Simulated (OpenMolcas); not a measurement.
# Ru⁵⁺ among point charges: CASSCF and CASPT2 levels and susceptibility, part 2 of 2

Aim: the splitting of the states of Ru⁵⁺ in the field of 6 point charges, its lowest levels with spin-orbit coupling and its magnetic susceptibility.

OpenMolcas 26.06; ANO-RCC-VDZP, DKH2, active space 3 electrons in 5 orbitals (4d), orbitals: per spin and parity. Surroundings: 6 point charges of -1 e arranged as a tetragonal octahedron (D4h), 2.04 Å from the ion, with the axial distance 1.938 Å. Earlier steps stand in the parts before.

## (6) CASPT2: IPEA 0.25, imaginary shift 0.1 (closed shells correlated: 4s 4p)

Input file a.inp:

```
>>> COPY JOB001 $Project.JobIph
&CASPT2
Multistate=10 1 2 3 4 5 6 7 8 9 10
NoMult
Frozen=8 6
IPEA=0.25
Imaginary=0.1
MaxIter=60
WThr=0.0 0.3 0.05
PrWF=0.5
NoMix
>>> COPY JOB002 $Project.JobIph
&CASPT2
Multistate=40 1 2 3 4 5 6 7 8 9 10 11 12 13 14 15 16 17 18 19 20 21 22
23 24 25 26 27 28 29 30 31 32 33 34 35 36 37 38 39 40
NoMult
Frozen=8 6
IPEA=0.25
Imaginary=0.1
MaxIter=60
WThr=0.0 0.3 0.05
PrWF=0.5
NoMix
```

Run with:

```sh
OMP_NUM_THREADS=1 MOLCAS_MEM=1689 MOLCAS_PROJECT=a pymolcas a.inp > a.log
```

Output:

```text
Orbital specifications:
      -----------------------

      Symmetry species                           1   2
                                                ag  au
      Frozen orbitals                            8   6
      Inactive orbitals                          1   3
      Active orbitals                            5   0
      Secondary orbitals                         7  13
      Deleted orbitals                           0   0
      Number of basis functions                 21  22
Type of calculation                        SS-CASPT2
      Fock operator                              state-specific
      IPEA shift                                 0.25
      Real shift                                 0.00
      Imaginary shift                            0.10
      The input orbitals will be transformed to quasi-canonical
Reference energy:       -4529.6783385946
      E2 (Non-variational):      -0.1945503028
      Shift correction:          -0.0000773488
      E2 (Variational):          -0.1946276516
      Total energy:           -4529.8729662462
      Residual norm:              0.0000006583
      Reference weight:           0.96360
      Contributions to the CASPT2 correlation energy
      Active & Virtual Only:         -0.0126237788
      One Inactive Excited:          -0.0896207204
      Two Inactive Excited:          -0.0923058037
Reference energy:       -4529.6649829687
      E2 (Non-variational):      -0.1944369054
      Shift correction:          -0.0000773204
      E2 (Variational):          -0.1945142258
      Total energy:           -4529.8594971945
      Residual norm:              0.0000006151
      Reference weight:           0.96362
      Contributions to the CASPT2 correlation energy
      Active & Virtual Only:         -0.0125308354
      One Inactive Excited:          -0.0896938171
      Two Inactive Excited:          -0.0922122528
::    CASPT2 Root  1     Total energy:  -4529.87296625
::    CASPT2 Root  2     Total energy:  -4529.85949719
::    CASPT2 Root  3     Total energy:  -4529.85882225
::    CASPT2 Root  4     Total energy:  -4529.85882225
::    CASPT2 Root  5     Total energy:  -4529.84955685
::    CASPT2 Root  6     Total energy:  -4529.84983022
::    CASPT2 Root  7     Total energy:  -4529.84983022
::    CASPT2 Root  8     Total energy:  -4529.80146329
::    CASPT2 Root  9     Total energy:  -4529.80146328
::    CASPT2 Root 10     Total energy:  -4529.79535653
Orbital specifications:
      -----------------------

      Symmetry species                           1   2
                                                ag  au
      Frozen orbitals                            8   6
      Inactive orbitals                          1   3
      Active orbitals                            5   0
      Secondary orbitals                         7  13
      Deleted orbitals                           0   0
      Number of basis functions                 21  22
Type of calculation                        SS-CASPT2
      Fock operator                              state-specific
      IPEA shift                                 0.25
      Real shift                                 0.00
      Imaginary shift                            0.10
      The input orbitals will be transformed to quasi-canonical
Reference energy:       -4529.5967437393
      E2 (Non-variational):      -0.2022147511
      Shift correction:          -0.0000858721
      E2 (Variational):          -0.2023006232
      Total energy:           -4529.7990443625
      Residual norm:              0.0000004933
      Reference weight:           0.96135
      Contributions to the CASPT2 correlation energy
      Active & Virtual Only:         -0.0145657881
      One Inactive Excited:          -0.0936488954
      Two Inactive Excited:          -0.0940000676
Reference energy:       -4529.5962382705
      E2 (Non-variational):      -0.2025349983
      Shift correction:          -0.0000864235
      E2 (Variational):          -0.2026214219
      Total energy:           -4529.7988596924
      Residual norm:              0.0000005033
      Reference weight:           0.96122
      Contributions to the CASPT2 correlation energy
      Active & Virtual Only:         -0.0145390083
      One Inactive Excited:          -0.0939980728
      Two Inactive Excited:          -0.0939979172
::    CASPT2 Root  1     Total energy:  -4529.79904436
::    CASPT2 Root  2     Total energy:  -4529.79885969
::    CASPT2 Root  3     Total energy:  -4529.79752830
::    CASPT2 Root  4     Total energy:  -4529.79658101
::    CASPT2 Root  5     Total energy:  -4529.79658100
::    CASPT2 Root  6     Total energy:  -4529.79405444
::    CASPT2 Root  7     Total energy:  -4529.78970767
::    CASPT2 Root  8     Total energy:  -4529.79002983
::    CASPT2 Root  9     Total energy:  -4529.79002983
::    CASPT2 Root 10     Total energy:  -4529.77651734
::    CASPT2 Root 11     Total energy:  -4529.77651733
::    CASPT2 Root 12     Total energy:  -4529.77602480
::    CASPT2 Root 13     Total energy:  -4529.77271765
::    CASPT2 Root 14     Total energy:  -4529.77113720
::    CASPT2 Root 15     Total energy:  -4529.77113720
::    CASPT2 Root 16     Total energy:  -4529.76928060
::    CASPT2 Root 17     Total energy:  -4529.76768192
::    CASPT2 Root 18     Total energy:  -4529.76696087
::    CASPT2 Root 19     Total energy:  -4529.76696087
::    CASPT2 Root 20     Total energy:  -4529.75987281
::    CASPT2 Root 21     Total energy:  -4529.76207285
::    CASPT2 Root 22     Total energy:  -4529.75791253
::    CASPT2 Root 23     Total energy:  -4529.75791252
::    CASPT2 Root 24     Total energy:  -4529.75757961
::    CASPT2 Root 25     Total energy:  -4529.75757962
::    CASPT2 Root 26     Total energy:  -4529.75354046
::    CASPT2 Root 27     Total energy:  -4529.74845328
::    CASPT2 Root 28     Total energy:  -4529.74344687
::    CASPT2 Root 29     Total energy:  -4529.71375398
::    CASPT2 Root 30     Total energy:  -4529.71208708
```

This run took 4.9 s in all on 1 thread, shared host.

SS-CASPT2: lowest energy less the reference's lowest, -0.1946 hartree; reference weights 0.956 to 0.964.

Spin-free states, with their symmetry labels:

```
state  degeneracy  E (cm-1)  free-ion L (%)
  4B1           1         0         F (100)
  4B2           1      2956         F (100)
   4E           2      3104         F (100)
   4E           2      5078          F (99)
  4A2           1      5138         F (100)
   4E           2     15693          P (98)
  2B1           1     16224          G (82)
  2A1           1     16265          G (83)
  2A2           1     16557          G (83)
   2E           2     16765          G (79)
  4A2           1     17033         P (100)
  2A1           1     17319         G (100)
   2E           2     18202          G (94)
  2B2           1     18273          G (93)
   2E           2     21168          H (73)
  2A2           1     21276          P (50)
  2B2           1     22002          H (78)
   2E           2     22349          H (69)
  2A1           1     22756          H (65)
  2B1           1     23107          H (60)
   2E           2     23265          P (56)
  2A2           1     24338          H (55)
  2A2           1     24821          H (92)
   2E           2     25251          H (82)
```

With spin-orbit coupling:

```csv
E (cm-1),Degeneracy,Label,2S+1,g
0,2,E1/2,4,0.41 0.41 2.63
66,2,E3/2,4,0.29 1.94 1.94
2770,2,E1/2,4,2.16 2.63 2.63
2900,2,E3/2,4,1.53 1.53 3.44
3400,2,E3/2,4,0.18 1.39 1.39
4140,2,E1/2,4,2.04 2.04 3.53
4430,2,E3/2,4,0.97 3.13 3.13
4480,2,E1/2,4,2.43 2.43 3.97
5550,2,E3/2,4,0.34 0.34 3.15
6500,2,E3/2,4,1.07 1.07 3.66
6810,2,E1/2,4,1.90 1.90 4.91
7420,2,E3/2,4,2.86 2.86 3.41
7600,2,E1/2,4,1.08 1.08 2.99
8000,2,E1/2,4,3.21 3.21 7.82
15340,2,E1/2,4,2.80 2.80 2.88
15710,2,E1/2,4,1.12 2.02 2.02
15900,2,E3/2,4,0.11 0.11 4.39
16690,2,E1/2,2,0.38 0.38 4.77
16720,2,E3/2,2,0.42 2.64 2.64
17290,2,E1/2,2,0.30 1.80 1.80
17570,2,E3/2,4,0.01 0.01 7.94
17970,2,E1/2,2,0.09 0.09 5.66
18040,2,E3/2,2,1.83 1.83 3.01
18500,2,E3/2,4,1.96 1.96 3.45
```

Powder χT (cm³ K/mol): 0.23 at 2 K, 0.24 at 5 K, 0.26 at 10 K, 0.29 at 20 K, 0.35 at 50 K, 0.39 at 100 K, 0.41 at 150 K, 0.44 at 200 K, 0.46 at 250 K, 0.48 at 300 K.

## (7) The methods side by side

A. CASSCF
B. SS-CASPT2, IPEA 0.25, imaginary shift 0.1 (closed shells correlated: 4s 4p)

```
method  ground state  first state of that spin (cm-1)  first gap with spin-orbit (cm-1)  χT at 300 K
     A           4B1                         4B2 2931                              84.3         0.51
     B           4B1                         4B2 2956                              65.9         0.48
```

## (8) What came out

What follows sums up all 2 parts.

| quantity | value |
| --- | --- |
| method | SS-CASPT2, IPEA 0.25, imaginary shift 0.1 (closed shells correlated: 4s 4p) |
| spin-free ground state | 4B1, 1-fold in its orbital part |
| first state of the same spin within the active space | 4B2 at 2960 cm⁻¹ |
| lowest level | 2-fold E1/2, g = 0.41, 0.41, 2.63 |
| next level | 65.9 cm⁻¹ |
| χT at 300 K | 0.48 cm³ K/mol |
| effective moment at 300 K | 1.97 μB |

Cost by method:

```
                                              method  time of its own steps  time with the reference
                                           A. CASSCF                   17 s                     17 s
B. SS-CASPT2, IPEA 0.25, imaginary shift 0.1, +4s 4p                  4.9 s                     22 s
```

Times are of one thread on a shared host.

In words: The spin-free ground state (4B1) comes to 100 % from free-ion F terms and keeps the highest spin of the shell. χT at 300 K is 0.48, against 1.88 cm³ K/mol for the spin alone, so spin-orbit coupling lowers it. The field of point charges can differ much from that of real complexes. Point charges carry no covalency, so the field is a model and not that of real ligands.
